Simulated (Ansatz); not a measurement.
**Hf4Ta (Hf (0001), 5 layers): how the settings move a single-point run**

How sensitive is a single-point run of Hf4Ta (Hf (0001), 5 layers) to its settings? A reference run comes first, then one run with altered input.

Computed with Ansatz 0.2.0 (reference: DFT, PBE, all-electron LAPW, scalar-relativistic, unless a step's input says otherwise).

**1. Starting point**

The structure is trigonal, space group P3m1 (No. 156). Conventional cell: a = 3.203 Å, b = 3.203 Å, c = 26.146 Å, α = 90.00°, β = 90.00°, γ = 120.00°. Around Ta (site symmetry 3m) lie 3 Hf at 3.01 Å and 6 Ta at 3.20 Å. Hf (site symmetry 3m) is surrounded by 3 Ta at 3.01 Å and 9 Hf at 3.18 to 3.20 Å. Hf (site symmetry 3m) is surrounded by 12 Hf at 3.18 to 3.20 Å. Around Hf (site symmetry 3m) lie 12 Hf at 3.01 to 3.20 Å. Around Hf (site symmetry 3m) lie 9 Hf at 3.01 to 3.20 Å.

As a file:

```
CELL_PARAMETERS angstrom
3.20323 0.00000 0.00000
-1.60161 2.77408 0.00000
0.00000 0.00000 26.14590
ATOMIC_POSITIONS crystal
Ta 0.00000 0.00000 0.31004
Hf 0.33333 0.66667 0.40107
Hf 0.00000 0.00000 0.50000
Hf 0.33333 0.66667 0.59893
Hf 0.00000 0.00000 0.68996
```

**2. Baseline**

input.yaml reads:

```yaml
crystal:
  lattice:
    - [3.2032284315, 0.0, 0.0]
    - [-1.6016142158, 2.7740771958, 0.0]
    - [0.0, 0.0, 26.1459]
  atoms:
    - { symbol: Ta, position: [0.0, 0.0, 0.3100409766] }
    - { symbol: Hf, position: [0.3333333333, 0.6666666667, 0.4010673952] }
    - { symbol: Hf, position: [0.0, 0.0, 0.4999999953] }
    - { symbol: Hf, position: [0.3333333333, 0.6666666667, 0.5989326157] }
    - { symbol: Hf, position: [0.0, 0.0, 0.689959017] }
kpoints:
  mp_grid: { grid: [12, 12, 1] }
scf:
  occupations: { method: fermi_dirac, width: 0.1 }
hamiltonian:
  xc: pbe
  pseudopotentials: { kind: all_electron, lapw: { basis_error: 0.001 } }
output:
  forces: true
  stress: true
  eigenvalues: true
efield:
  axis: 3
  amplitude: 0
  dipole_correction: true
```

On the command line:

```bash
$ ansatz run input.yaml --threads 2 --pin off --max-ram 4096MiB --backend cpu --events-out ev --progress --plain --runs-dir out
```

**3. Changing settings: preconditioner kerker_dos, n_extra_bands 32, hubbard.sites [{species: Ta, l: d, u_eff: 6.0}], hubbard.double_counting fll**

input.yaml: that of step 2 with these lines changed.

```diff
@@ -15,2 +15,4 @@
   occupations: { method: fermi_dirac, width: 0.1 }
+  mixing: { preconditioner: kerker_dos }
+  n_extra_bands: 32
 hamiltonian:
@@ -18,2 +20,3 @@
   pseudopotentials: { kind: all_electron, lapw: { basis_error: 0.001 } }
+  hubbard: { sites: [{ species: Ta, l: d, u_eff: 6.0 }], double_counting: fll }
 output:
```

**Question.** What will these runs give? Wanted: for each run, ending; energy change; gap; force.

**Answer**, as computed:

```
                                                                                                                         run     ending                                        energy change  gap (eV)  force (eV/Å)  cycles     time
                                                                                                                   reference  converged                                                    0      0.00          0.57      13     64 s
1: preconditioner kerker_dos, n_extra_bands 32, hubbard.sites [{species: Ta, l: d, u_eff: 6.0}], hubbard.double_counting fll  converged  +1.35 eV/atom (U changed: no physical gain or loss)      0.00          0.15      64  4.6 min
```

Residual by cycle in the longest SCF loop of each run; runs are numbered as in the table. The quantity is the density residual dr2, in eV.

```
cycle  reference   run 1
    1       57.8     136
    7     8.9e-4    1.99
   12     1.2e-7   0.122
   18          -   0.113
   24          -  0.0347
   30          -  0.0176
   35          -  0.0191
   41          -  9.7e-5
   47          -  9.3e-6
   53          -  1.1e-6
   58          -  2.1e-5
   64          -  3.2e-8
```

Changing the mixing, band count and Hubbard U moves the energy by +1.35 eV/atom, and the largest force goes from 0.57 to 0.15 eV/Å. The U term adds an energy of its own, so the shift says nothing about which run is better. Cost: 64 SCF cycles against 13, 4.6 min against 64 s. A changed U is a change of model: its shifts are not errors of convergence.
